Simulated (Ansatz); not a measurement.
# CH5NZn: the cost of one run

Program: Ansatz 0.2.0. Level of theory: RKS B3LYP-D4/def2-TZVP. These are calculated values, not measurements.

### 1 The system as given

Bond lengths: N1–C2 1.415 Å, C2–Zn3 1.969 Å, N1–H4 1.005 Å, N1–H5 1.089 Å, C2–H6 1.120 Å, C2–H7 1.141 Å, Zn3–H8 0.587 Å. Angles: N1–C2–Zn3 98.5°, N1–C2–H6 112.4°, N1–C2–H7 108.9°, Zn3–C2–H6 118.3°, Zn3–C2–H7 109.0°, H6–C2–H7 109.0°, C2–N1–H4 107.6°, C2–N1–H5 108.6°, H4–N1–H5 101.9°, C2–Zn3–H8 121.2°.

As a file:

```xyz
8

N    -0.2135    0.4350   -0.9719
C     0.3431    0.2219    0.3118
Zn    0.1226   -1.7328    0.4028
H    -1.1874    0.1923   -0.9240
H    -0.2581    1.5068   -1.1574
H    -0.1469    0.8495    1.1001
H     1.4563    0.4696    0.2783
H    -0.0239   -1.9994    0.9044
```

### 2 End point A

The input, input.yaml:

```yaml
crystal:
  periodic: [false, false, false]
  atoms:
    - { symbol: "N", position_ang: [-0.2135, 0.435, -0.9719] }
    - { symbol: C, position_ang: [0.3431, 0.2219, 0.3118] }
    - { symbol: Zn, position_ang: [0.1226, -1.7328, 0.4028] }
    - { symbol: H, position_ang: [-1.1874, 0.1923, -0.924] }
    - { symbol: H, position_ang: [-0.2581, 1.5068, -1.1574] }
    - { symbol: H, position_ang: [-0.1469, 0.8495, 1.1001] }
    - { symbol: H, position_ang: [1.4563, 0.4696, 0.2783] }
    - { symbol: H, position_ang: [-0.0239, -1.9994, 0.9044] }
basis:
  gaussian: { orbitals: def2-TZVP }
hamiltonian:
  xc: b3lyp
  dispersion: d4
relax:
  f_tol: 0.015
  max_steps: 40
output:
  orbitals: {}
```

Started as:

```console
$ ansatz run input.yaml --threads 2 --pin off --max-ram 3072MiB --backend cpu --events-out ev --progress --plain --runs-dir out
```

Q: Estimate wall time and peak memory on 2 threads of Intel Xeon 6975P-C (Granite Rapids), shared host.

About 22 s, with a peak of 0.33 GiB.
